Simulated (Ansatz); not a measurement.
# AlGe (quartet): from Hartree-Fock to the top rungs at distance Ge1–Al2 = 8.507 Å, cc-pVDZ

One table from this session's results is given with a row withheld; the runs are named, their logs left out.

Computed with Ansatz 0.2.0, Gaussian basis. Level: cc-pVDZ, core rule «outside noble gas», up to 19 orbitals frozen.

To be run: UHF; CCSD(T) on ROHF; CCSD(T) on UHF; BCCD(T) on ROHF; CISD; CCSDT(Q) on ROHF; CCSDT(Q) on UHF; CASSCF and MRCISD+Q, 5 electrons in 5 orbitals; CASSCF and NEVPT2, 5 electrons in 5 orbitals; CASSCF and MRCISD+Q, 7 electrons in 8 orbitals; CASSCF and NEVPT2, 7 electrons in 8 orbitals; Full CI.

15 further runs of the same task are left out: 13 that didn't finish, 2 set aside as unsound or not needed.

### The system

The geometry derives from a PBE0/def2-TZVP stationary point (not a proven minimum). One bond is set to the value named and the two fragments are kept rigid. No spin-orbit coupling is included. The filled d shell of Ge may be among the frozen orbitals whatever the setting's name suggests; the logs give the count.

2 atoms, charge 0, spin multiplicity 4.

Atoms are counted from 1 here; the program's logs count them from 0.

No contacts short enough for the rule that draws bonds.

The first run:

Contents of in.yaml:

```yaml
crystal:
  periodic: [false, false, false]
  atoms:
    - {symbol: Ge, position_ang: [0.000000, 0.000000, 0.000000]}
    - {symbol: Al, position_ang: [0.000000, 0.000000, 8.507000]}
basis:
  gaussian: {orbitals: cc-pVDZ}
magnetization: {spin_polarized: true, initial_magnetization: 3}
hamiltonian: {xc: hf}
output: {orbitals: {seedname: orbitals}}
```

Started as:

```console
$ ansatz run in.yaml --threads 1 --pin off --events-out ev --progress --plain --max-ram 2393MiB
```

Steps of the session up to this table: UHF; CCSD(T) on ROHF; CCSD(T) on UHF; BCCD(T) on ROHF; CISD; CCSDT(Q) on ROHF; CCSDT(Q) on UHF; CASSCF and MRCISD+Q, 5 electrons in 5 orbitals; CASSCF and NEVPT2, 5 electrons in 5 orbitals; CASSCF and MRCISD+Q, 7 electrons in 8 orbitals; CASSCF and NEVPT2, 7 electrons in 8 orbitals; Full CI.

One of the session's tables, all rows but one given; the rest of the session is left out.

| method | from FCI (meV) |
| --- | --- |
| ROHF | +3044.9 |
| UHF | +2860.0 |
| RMP2 | +951.4 |
| UMP2 | +935.0 |
| CISD | +230.2 |
| RCCSD | +62.9 |
| UCCSD | +47.4 |
| RCCSD(T) | ? |
| UCCSD(T) | +9.4 |
| BCCD(T) | +19.4 |
| RCCSDT | +1.3 |
| UCCSDT | -7.7 |
| RCCSDT(Q) | +0.6 |
| UCCSDT(Q) | -8.4 |
| FCI | 0 |

Estimate the missing values for RCCSD(T).

As computed: from FCI (meV): +19.6. In the column «from FCI (meV)» it lies between BCCD(T) (+19.4) and UCCSD (+47.4).

Among the levels timed on like hardware and quicker than the yardstick, those that no quicker one beats, quickest first: CISD (7 s, +230.2 meV); RCCSD(T) (19 s, +19.6 meV); BCCD(T) (19 s, +19.4 meV); UCCSD(T) (25 s, +9.4 meV); RCCSDT(Q) (31 s, +0.6 meV).

Left out of the table: CASSCF pair, NEVPT2 pair, MRCISD pair, MRCISD+Q pair, CASSCF valence, NEVPT2 valence, MRCISD valence, MRCISD+Q valence (the active space lost an orbital or holds another state than full CI finds).

Caveats from the session: The yardstick is full CI for this spin, exact in this basis with these frozen cores. UCCSDT, UCCSDT(Q) fall below full CI: unrestricted runs freeze a spin-polarised core, another one than full CI's, and coupled cluster isn't variational. Levels on UHF freeze UHF's core orbitals, full CI those of ROHF, so the U rows can settle a little off it for that reason alone. Restricted and unrestricted rows rest on different reference determinants; where their highest levels disagree by more than a few hundredths of an eV, they describe different states and don't form one ladder. Warnings in the runs' records: passed over end.
